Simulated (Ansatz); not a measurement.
Geometry optimisation, DFT PBE-D3(BJ), scalar-relativistic, plane waves, PAW in Ansatz.

input.yaml

```yaml
accuracy: low
crystal:
  lattice:
    - [0.0, 5.43, 5.43]
    - [5.43, 0.0, 5.43]
    - [5.43, 5.43, 0.0]
  atoms:
    - { symbol: Si, position: [0.0, 0.0, 0.0] }
    - { symbol: Si, position: [0.125, 0.125, 0.125] }
    - { symbol: Si, position: [0.0, 0.0, 0.5] }
    - { symbol: Si, position: [0.125, 0.125, 0.625] }
    - { symbol: Si, position: [0.0, 0.5, 0.0] }
    - { symbol: Si, position: [0.125, 0.625, 0.125] }
    - { symbol: Si, position: [0.0, 0.5, 0.5] }
    - { symbol: Si, position: [0.125, 0.625, 0.625] }
    - { symbol: Si, position: [0.5, 0.0, 0.0] }
    - { symbol: Si, position: [0.625, 0.125, 0.125] }
    - { symbol: Si, position: [0.5, 0.0, 0.5] }
    - { symbol: Si, position: [0.625, 0.125, 0.625] }
    - { symbol: Si, position: [0.5, 0.5, 0.0] }
    - { symbol: Si, position: [0.625, 0.625, 0.125] }
    - { symbol: Si, position: [0.5, 0.5, 0.5] }
    - { symbol: Si, position: [0.625, 0.625, 0.625] }
    - { symbol: Cu, position: [0.8687287, 0.8693185, 0.8805669], spin: 1.0 }
magnetization:
  spin_polarized: true
basis:
  ecutwfc: 420.0
kpoints:
  mp_grid: { grid: [2, 2, 2] }
hamiltonian:
  xc: pbe
  dispersion: d3bj
  pseudopotentials: { kind: paw, azcp: { folder: soft_1 } }
scf:
  occupations: { method: fermi_dirac, width: 0.02 }
  lower_state_search: "off"
relax:
  f_tol: 0.08
  max_steps: 25
  adjacent_minimum: "off"
```

Launched with:

```bash
$ ansatz run input.yaml --threads 2 --pin off --max-ram 5120MiB --backend cpu --events-out ev --progress --plain --runs-dir out
```

Task: Where does it end, and by what steps?

Result: The run converged. The threshold is loose, so the end isn't yet a minimum. Limits of this set-up: coarse k mesh, a small cell, in which the defect meets its images, low accuracy level. After 2 steps the energy has fallen by 0.060 eV; Si9 moved furthest, 0.05 Å.

```
step  energy less start (eV)  largest force component (eV/Å)  accepted
   0                  0.0000                           0.529       yes
   1                 -0.0523                           0.193       yes
   2                 -0.0604                           0.073       yes
```

```xyz
17
Lattice="0.0000 5.4300 5.4300 5.4300 0.0000 5.4300 5.4300 5.4300 0.0000" Properties=species:S:1:pos:R:3
Si 0.011 0.011 0.014
Si 1.357 1.356 1.340
Si 2.703 2.703 0.015
Si 4.072 4.072 1.370
Si 2.687 0.028 2.689
Si 4.067 1.366 4.072
Si 5.431 2.715 2.719
Si 6.779 4.078 4.073
Si 0.029 2.686 2.688
Si 1.366 4.067 4.072
Si 2.714 5.431 2.719
Si 4.078 6.780 4.073
Si 2.713 2.713 5.436
Si 4.073 4.073 6.781
Si 5.432 5.433 5.436
Si 6.788 6.788 6.795
Cu 9.502 9.499 9.445
```

Whether the end is a true minimum wasn't checked by a vibrational analysis.

Run time: 47 s on 2 threads of Arm Neoverse V1, on a shared host, peak memory 0.74 GiB.
